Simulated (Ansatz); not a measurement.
# H₄O₃SZr: relaxing the structure

What shape does H₄O₃SZr take? The plan is to relax it.

Method: RKS PBE0-D4/def2-TZVP; program: Ansatz 0.2.0, Gaussian basis.

Levels to be run: relaxation at PBE0-D4/def2-TZVP.

1 further run of the same task is left out (set aside as unsound or not needed). Runs told in other sessions of the task aren't counted.

## Step 1: Where the work starts

9 atoms, charge 0, spin multiplicity 1.

Atoms are counted from 1 here; the program's logs count them from 0.

Bond lengths: O1–Zr2 1.880 Å, O1–H6 0.964 Å, Zr2–O3 1.872 Å, Zr2–O4 1.873 Å, Zr2–S5 2.455 Å, O3–H7 0.964 Å, O4–H8 0.968 Å, S5–H9 1.345 Å. Angles: Zr2–O1–H6 132.2°, O1–Zr2–O3 115.3°, O1–Zr2–O4 115.0°, O1–Zr2–S5 101.5°, O3–Zr2–O4 112.0°, O3–Zr2–S5 112.7°, O4–Zr2–S5 98.4°, Zr2–O3–H7 131.7°, Zr2–O4–H8 123.7°, Zr2–S5–H9 89.7°.

As a file:

```xyz
9
H4O3SZr
O    -1.34069    1.07680    0.57205
Zr    0.09258    0.11305   -0.17022
O     1.37970    1.14685   -1.05190
O    -0.39835   -1.39608   -1.16481
S     0.98823   -1.03462    1.80671
H    -1.81732    1.86101    0.27524
H     1.64434    1.18902   -1.97753
H    -0.44798   -2.28952   -0.79519
H    -0.10050   -0.66652    2.50566
```

The start is a GFN2-xTB geometry. Zr takes the def2 core potential; no spin-orbit term is included.

## Step 2: Optimising with PBE0-D4/def2-TZVP

in.yaml reads:

```yaml
crystal:
  periodic: [false, false, false]
  atoms:
    - {symbol: O, position_ang: [-1.340690, 1.076800, 0.572050]}
    - {symbol: Zr, position_ang: [0.092580, 0.113050, -0.170220]}
    - {symbol: O, position_ang: [1.379700, 1.146850, -1.051900]}
    - {symbol: O, position_ang: [-0.398350, -1.396080, -1.164810]}
    - {symbol: S, position_ang: [0.988230, -1.034620, 1.806710]}
    - {symbol: H, position_ang: [-1.817320, 1.861010, 0.275240]}
    - {symbol: H, position_ang: [1.644340, 1.189020, -1.977530]}
    - {symbol: H, position_ang: [-0.447980, -2.289520, -0.795190]}
    - {symbol: H, position_ang: [-0.100500, -0.666520, 2.505660]}
basis:
  gaussian: {orbitals: def2-TZVP}
hamiltonian: {xc: pbe0, dispersion: d4}
relax: {f_tol: 0.005, max_steps: 150}
```

The run is started by

```
$ ansatz run in.yaml --threads 4 --pin off --events-out ev --progress --plain --max-ram 10444MiB
```

Q: Predict the results of all the runs planned. Wanted: point group; shift from the start; total energy; dispersion term; dipole moment.

**Answer**, as computed:

```
                  quantity           value
               point group              C1
                     steps              46
shift from the start (rms)         0.458 Å
              total energy  -18321.5572 eV
           dispersion term        -178 meV
             dipole moment          3.51 D
```

In words: The relaxed geometry lies 0.46 Å (rms) from the start; the bond that changed most is Zr2–O4, from 1.873 to 1.917 Å. No vibrations were run, so it is not proven to be a minimum. The largest Mulliken charge, +1.63 e, sits on Zr2.
